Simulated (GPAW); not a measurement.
Input of a GPAW 26.7.0 run:

The input run.py:

```python
from ase.dft.bandgap import bandgap
from ase.io import read, write
from ase.units import GPa
from gpaw import GPAW, PW, setup_paths

setup_paths.insert(0, '.')

atoms = read('Zn3H.xyz')

calc = GPAW(mode=PW(600),
            xc='BLYP',
            kpts={'size': (6, 6, 6), 'gamma': True},
            occupations={'name': 'fermi-dirac', 'width': 0.05},
            nbands=32,
            convergence={'density': 1e-05, 'energy': 1e-05},
            eigensolver='davidson',
            maxiter=150,
            txt='gpaw.txt')
atoms.calc = calc
energy = atoms.get_potential_energy()
forces = atoms.get_forces()
stress = atoms.get_stress()
calc.write('gs.gpw')
write('result.traj', atoms)
print(f'Energy: {energy:.6f} eV')
print('Forces (eV/A):')
print(forces.round(4))
print('Stress (GPa):', (stress / GPa).round(3))
print('Fermi level:', round(calc.get_fermi_level(), 4), 'eV')
print(f'Gap: {bandgap(calc)[0]:.4f} eV, direct: {bandgap(calc, direct=True)[0]:.4f} eV')

path = atoms.cell.bandpath('GXWKGLUWLK,UX', npoints=60, eps=1e-4)
bs_calc = calc.fixed_density(kpts=path, symmetry='off', nbands=47,
                             convergence={'bands': 'CBM+6.0', 'eigenstates': 1e-6}, txt='bands.txt')
bs = bs_calc.band_structure()
bs.write('bs.json')
print(f'Gap on the path: {bandgap(bs_calc)[0]:.4f} eV')
```

Contents of Zn3H.xyz:

```xyz
4
Lattice="0.0000000000 2.9965800000 2.9965800000 2.9965800000 0.0000000000 2.9965800000 2.9965800000 2.9965800000 0.0000000000" Properties=species:S:1:pos:R:3 pbc="T T T"
Zn     2.9965800000      2.9965800000      2.9965800000
Zn     1.4982900000      1.4982900000      1.4982900000
Zn     4.4948700000      4.4948700000      4.4948700000
H      0.0000000000      0.0000000000      0.0000000000
```

Potentials or basis: PAW data sets generated in the run's folder for this functional, pw.

The run is started by

```sh
$ gpaw-setup -f BLYP H Zn
$ OMP_NUM_THREADS=1 python run.py
```

Task: What does it give for the band gap along the path?

Result: None (metal or under the smearing width).

Task: Predict the pressure.

Result: 4.9 GPa.

Levels at the corners of the path, in eV from the Fermi level:
| point | band 16 | band 17 | band 18 | band 19 | band 20 | band 21 |
| --- | --- | --- | --- | --- | --- | --- |
| Γ | -6.84 | 0.21 | 3.46 | 3.48 | 3.48 | 3.48 |
| X | -5.23 | -4.67 | -0.99 | -0.95 | -0.95 | -0.08 |
| W | -4.15 | -3.98 | -3.72 | -3.72 | 2.41 | 4.89 |
| K | -4.62 | -4.43 | -4.20 | -0.30 | -0.27 | 3.59 |
| Γ | -6.84 | 0.21 | 3.46 | 3.48 | 3.48 | 3.48 |
| L | -6.10 | -5.66 | 0.37 | 1.98 | 1.98 | 2.76 |
| U | -4.62 | -4.43 | -4.20 | -0.30 | -0.27 | 3.59 |
| W | -4.15 | -3.98 | -3.72 | -3.72 | 2.41 | 4.89 |
| L | -6.10 | -5.66 | 0.37 | 1.98 | 1.98 | 2.76 |
| K | -4.62 | -4.43 | -4.20 | -0.30 | -0.27 | 3.59 |
| U | -4.62 | -4.43 | -4.20 | -0.30 | -0.27 | 3.59 |
| X | -5.23 | -4.67 | -0.99 | -0.95 | -0.95 | -0.08 |
